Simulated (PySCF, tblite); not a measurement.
# C₅H₁₁NSi₂: geometry, infrared bands and NMR shifts

Wanted: the infrared bands and NMR shifts of C₅H₁₁NSi₂ (`[H]/N=C(\C[SiH3])CC#C[SiH3]`), by calculation.

The runs use tblite 0.8.0 and PySCF 2.14.0, with density-fitted response routines of our own; the level of theory stands in each step. All values are computed, except where a source is named. Atoms are numbered from 0 throughout.

### 1 Starting geometry

19 atoms, charge 0, multiplicity 1; geometry from: force field or distance geometry start.

Bonds of the start (Å): N0–C1 1.30, C1–C2 1.51, C2–Si3 1.87, C1–C4 1.51, C4–C5 1.46, C5–C6 1.21, C6–Si7 1.88, N0–H8 1.03, C2–H9 1.10, C2–H10 1.09, Si3–H11 1.48, Si3–H12 1.49, Si3–H13 1.48, C4–H14 1.10, C4–H15 1.09, Si7–H16 1.48, Si7–H17 1.48, Si7–H18 1.48.

### 2 Optimising the geometry with GFN2-xTB

The job: settings as JSON, then the geometry in Å.

```
{"job": {"kind": "relax", "xc": "GFN2-xTB", "basis": "xTB"}, "charge": 0, "multiplicity": 1}
N     -1.396400    -2.288000     0.100200
C     -0.960900    -1.115100    -0.258400
C     -1.583200     0.146700     0.281200
Si    -2.765900     0.985400    -0.907300
C      0.213500    -1.030300    -1.207600
C      1.389100    -0.423700    -0.582600
C      2.362600     0.074000    -0.069800
Si     3.880500     0.827900     0.741500
H     -2.184800    -2.209300     0.758000
H     -2.125900    -0.084700     1.213100
H     -0.797700     0.847900     0.547200
H     -3.282100     2.234200    -0.301100
H     -3.926400     0.096400    -1.183300
H     -2.066700     1.305600    -2.172300
H     -0.094600    -0.432900    -2.084400
H      0.457500    -2.033900    -1.559900
H      4.586800     1.707200    -0.220800
H      3.475900     1.635200     1.912100
H      4.809200    -0.233400     1.197700
```

Launch:

```bash
$ OMP_NUM_THREADS=1 python probes_run.py task.json out
```

The driver reads the jobs from task.json and runs them one after another.

**Question.** This job is followed by: GFN2-xTB harmonic vibrations, gas phase; GIAO PBE0/pcSseg-1 NMR shielding, non-relativistic, gas phase. What will the session give for the following? strongest single infrared mode (GFN2-xTB); zero-point energy (GFN2-xTB); 13C shifts against TMS (PBE0/pcSseg-1); 1H shifts against TMS (PBE0/pcSseg-1, means over atoms taken as alike); 15N shifts against NH3 (PBE0/pcSseg-1); 29Si shifts against TMS (PBE0/pcSseg-1).

As calculated:

```
                                                              quantity                               value
                             strongest single infrared mode (GFN2-xTB)                786 cm⁻¹, 567 km/mol
                                          zero-point energy (GFN2-xTB)                       83.3 kcal/mol
                                13C shifts against TMS (PBE0/pcSseg-1)  179.1, 116.2, 82.7, 34.8, 24.6 ppm
1H shifts against TMS (PBE0/pcSseg-1, means over atoms taken as alike)   10.20, 4.26, 3.96, 3.41, 2.33 ppm
                                15N shifts against NH3 (PBE0/pcSseg-1)                           347.7 ppm
                               29Si shifts against TMS (PBE0/pcSseg-1)                    -66.7, -99.5 ppm
```

What this shows: Relaxing lowered the energy by 0.189 eV in 71 steps; the close pair that moved most is N0–C1, from 1.302 to 1.259 Å. No mode is imaginary among the 51: a minimum at this level. Unscaled tight-binding wavenumbers are off by several per cent, some by more. Its intensities can rank the bands wrongly. At PBE0/pcSseg-1: Shielding is most anisotropic at N0 (span 566 ppm, paramagnetic term -399 ppm).
